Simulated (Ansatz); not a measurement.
# Ge₂H₂ (singlet): wave-function methods side by side, cc-pVDZ

One table from this session's results is given with a row withheld; the runs are named, their logs left out.

The runs use Ansatz 0.2.0, Gaussian basis; cc-pVDZ, core rule «outside noble gas», up to 28 orbitals frozen.

The runs, in order: UHF; CCSD(T) on RHF; CCSD(T) on UHF; BCCD(T) on RHF; CISD; CCSDT(Q) on RHF; CCSDT(Q) on UHF; CASSCF and MRCISD+Q, 10 electrons in 10 orbitals; CASSCF and NEVPT4(SD), 10 electrons in 10 orbitals; CASSCF and NEVPT2, 10 electrons in 10 orbitals.

16 further runs of the same task are left out: 6 that didn't finish, 10 set aside as unsound or not needed.

## What is computed

The geometry is a PBE0/def2-TZVP stationary point (not a proven minimum). No spin-orbit coupling is included. The filled d shell of Ge may be among the frozen orbitals whatever the setting's name suggests; the logs give the count.

4 atoms, charge 0, spin multiplicity 1.

Atoms are counted from 1 here; the program's logs count them from 0.

Bond lengths: Ge1–Ge2 2.289 Å, Ge1–H3 1.538 Å, Ge1–H4 1.538 Å. Angles: Ge2–Ge1–H3 124.9°, Ge2–Ge1–H4 124.9°, H3–Ge1–H4 110.3°.

As a file:

```csv
atom,x (Å),y (Å),z (Å)
Ge1,0.0000,0.0000,1.1169
Ge2,0.0000,0.0000,-1.1723
H3,0.0000,1.2621,1.9962
H4,0.0000,-1.2621,1.9962
```

Set-up of the first run:

in.yaml reads:

```yaml
crystal:
  periodic: [false, false, false]
  atoms:
    - {symbol: Ge, position_ang: [0.000000, 0.000000, 1.116883]}
    - {symbol: Ge, position_ang: [0.000000, 0.000000, -1.172282]}
    - {symbol: H, position_ang: [0.000000, 1.262069, 1.996235]}
    - {symbol: H, position_ang: [0.000000, -1.262069, 1.996235]}
basis:
  gaussian: {orbitals: cc-pVDZ}
magnetization: {spin_polarized: true, initial_magnetization: 0}
hamiltonian: {xc: hf}
output: {orbitals: {seedname: orbitals}}
```

Started as:

```
$ ansatz run in.yaml --threads 1 --pin off --events-out ev --progress --plain --max-ram 2393MiB
```

Among the steps run: UHF; CCSD(T) on RHF; CCSD(T) on UHF; BCCD(T) on RHF; CISD; CCSDT(Q) on RHF; CCSDT(Q) on UHF; CASSCF and MRCISD+Q, 10 electrons in 10 orbitals; CASSCF and NEVPT4(SD), 10 electrons in 10 orbitals; CASSCF and NEVPT2, 10 electrons in 10 orbitals.

One table of the session follows, with a row left open; its other results are not shown here.

```
            method  from RCCSDT(Q) (meV)
               RHF               +5651.5
               UHF               +5483.7
              RMP2               +1267.4
              CISD                +764.2
             RCCSD                +267.7
          RCCSD(T)                 +50.9
           BCCD(T)                 +50.6
            RCCSDT                 +17.1
         RCCSDT(Q)                     0
    CASSCF valence               +3204.3
    NEVPT2 valence                +834.7
NEVPT4(SD) valence                +105.4
    MRCISD valence                     ?
  MRCISD+Q valence                 +16.6
```

Q: Estimate the row for MRCISD valence from the others.

As computed: from RCCSDT(Q) (meV): +224.8. In the column «from RCCSDT(Q) (meV)» it lies between NEVPT4(SD) valence (+105.4) and RCCSD (+267.7).

Not comparable, so not listed: CCSD(T) on UHF; CCSDT(Q) on UHF (they don't share determinant, frozen orbitals or solution with the rows shown, or repeat one).

Caveats from the session: The determinant is far from a pure spin state, so its energy mixes those of several spin states (harmless only where they are near-degenerate, as at dissociation). Warnings: restricted reference is unstable; spin contamination.
